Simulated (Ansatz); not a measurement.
# Zr (Zr (0001), 4 layers): a single-point run

The task is a single-point run on Zr (Zr (0001), 4 layers). The structure is shown as the input types it.

Computed with Ansatz 0.2.0 (DFT, PBEsol, PAW with Ansatz's default frozen-core files, scalar-relativistic, unless a step's input says otherwise).

**1. The starting structure**

It takes space group P-3m1 (No. 164, trigonal). Conventional cell: a = 3.185 Å, b = 3.185 Å, c = 29.463 Å, α = 90.00°, β = 90.00°, γ = 120.00°. Around Zr (site symmetry 3m) lie 9 Zr at 3.03 to 3.19 Å. Zr (site symmetry 3m) has 12 Zr at 3.03 to 3.23 Å as nearest neighbours.

Coordinates:

```cif
data_structure
_symmetry_space_group_name_H-M 'P-3m1'
_symmetry_Int_Tables_number 164
_cell_length_a 3.1852
_cell_length_b 3.1852
_cell_length_c 29.4629
_cell_angle_alpha 90.000
_cell_angle_beta 90.000
_cell_angle_gamma 120.000
_cell_volume 258.86
loop_
_atom_site_label
_atom_site_type_symbol
_atom_site_symmetry_multiplicity
_atom_site_Wyckoff_symbol
_atom_site_fract_x
_atom_site_fract_y
_atom_site_fract_z
_atom_site_occupancy
Zr1 Zr 2 d 0.33333 0.66667 0.37335 1
Zr2 Zr 2 d 0.66667 0.33333 0.45502 1
```

**2. The calculation**

File input.yaml:

```yaml
crystal:
  lattice:
    - [3.1851568114, 0.0, 0.0]
    - [-1.5925784057, 2.7584267137, 0.0]
    - [0.0, 0.0, 29.4629]
  atoms:
    - { symbol: Zr, position: [0.8333333333, 0.1666666667, 0.3733502392] }
    - { symbol: Zr, position: [0.1666666667, 0.8333333333, 0.4550221327] }
    - { symbol: Zr, position: [0.8333333333, 0.1666666667, 0.5449778735] }
    - { symbol: Zr, position: [0.1666666667, 0.8333333333, 0.6266497608] }
kpoints:
  mp_grid: { grid: [15, 15, 1] }
scf:
  occupations: { method: fermi_dirac, width: 0.05 }
  max_iter: 60
hamiltonian:
  xc: pbesol
  pseudopotentials: { kind: paw }
output:
  forces: true
  stress: true
  eigenvalues: true
efield:
  axis: 3
  amplitude: 0
  dipole_correction: true
accuracy: 2.5
```

Command:

```
$ ansatz run input.yaml --threads 1 --pin off --max-ram 3584MiB --backend cpu --events-out ev --progress --plain --runs-dir out
```

Q: Will this input give a usable result? If not, why, and what should change?

The run ended at the input check. It says: «line 27 column 1: unknown variant `2.5`, expected one of low, medium, high»

Look at the input: accuracy is 2.5. The key wants another kind of value (number, word, list or true/false) than the one typed.

What to do: delete accuracy (the default then holds).
